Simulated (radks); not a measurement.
# Nuclear size and the levels of Fe²⁴⁺

Aim: how the total energy, the levels and the density at the nucleus of Fe²⁴⁺ respond when the nuclear radius is scaled.

The numbers are computed with radks (a radial shooting solver on a logarithmic mesh, Libxc functionals) version 1 (Dirac Kohn-Sham, BLYP, spin-unpolarised, spherical densities, finite nucleus), except any that are marked as measured or tabulated.

## (1) The system

| Item | Value |
| --- | --- |
| element | iron (Z = 26) |
| charge | +24 |
| electrons | 2 |
| configuration | [He] |
| nuclear rms radius | 3.7377 fm |

Outer shells as boxes (Hund's rule):

Fe²⁴⁺
```
1s [↑↓]
```

## (2) rms radius 3.7377 fm

The run's settings:

```text
Z 26
configuration [He] 2s0 2p0
relativity Dirac
functional b88,lyp
spin unpolarised
j_filling energy
nucleus finite rms 3.7377 fm
c 137.035999084
```

## (3) rms radius 2.9976 fm

Input: that of step 2 with these lines changed.

```diff
@@ -6,3 +6,3 @@
 j_filling energy
-nucleus finite rms 3.7377 fm
+nucleus finite rms 2.9976 fm
 c 137.035999084
```

## (4) rms radius 3.3751 fm

Input: that of step 3 with these lines changed.

```diff
@@ -6,3 +6,3 @@
 j_filling energy
-nucleus finite rms 2.9976 fm
+nucleus finite rms 3.3751 fm
 c 137.035999084
```

## (5) rms radius 3.8536 fm

Input: that of step 4 with these lines changed.

```diff
@@ -6,3 +6,3 @@
 j_filling energy
-nucleus finite rms 3.3751 fm
+nucleus finite rms 3.8536 fm
 c 137.035999084
```

## (6) rms radius 4.5974 fm

Input: that of step 5 with these lines changed.

```diff
@@ -6,3 +6,3 @@
 j_filling energy
-nucleus finite rms 3.8536 fm
+nucleus finite rms 4.5974 fm
 c 137.035999084
```

**Question.** What will these runs give? Wanted: for each run, rms radius; total energy shift; density at nucleus; 1s1/2 shift; 2s1/2 shift; 2p1/2 shift.

**Answer**, as computed:

| rms radius (fm) | total energy shift (eV) | density at nucleus (e/bohr³) | 1s1/2 shift (meV) | 2s1/2 shift (meV) | 2p1/2 shift (meV) |
| --- | --- | --- | --- | --- | --- |
| 2.9976 | -0.0362 | 1.393e+04 | -17.3 | -2.22 | -0.104 |
| 3.3751 | -0.0187 | 1.386e+04 | -8.92 | -1.15 | -0.0536 |
| 3.7377 | 0 | 1.379e+04 | 0 | 0 | 0 |
| 3.8536 | 0.00636 | 1.378e+04 | 3.03 | 0.390 | 0.0182 |
| 4.5974 | 0.0516 | 1.367e+04 | 24.6 | 3.16 | 0.148 |

**Reading.** Shifts are against the first run. Over the range the 1s1/2 level moves by 0.0419 eV and the 2p1/2 level by 0.252 meV. A larger nucleus binds the 1s electrons less and lowers the density at its centre. These are shifts of eigenvalues, not the field shifts of spectral lines.
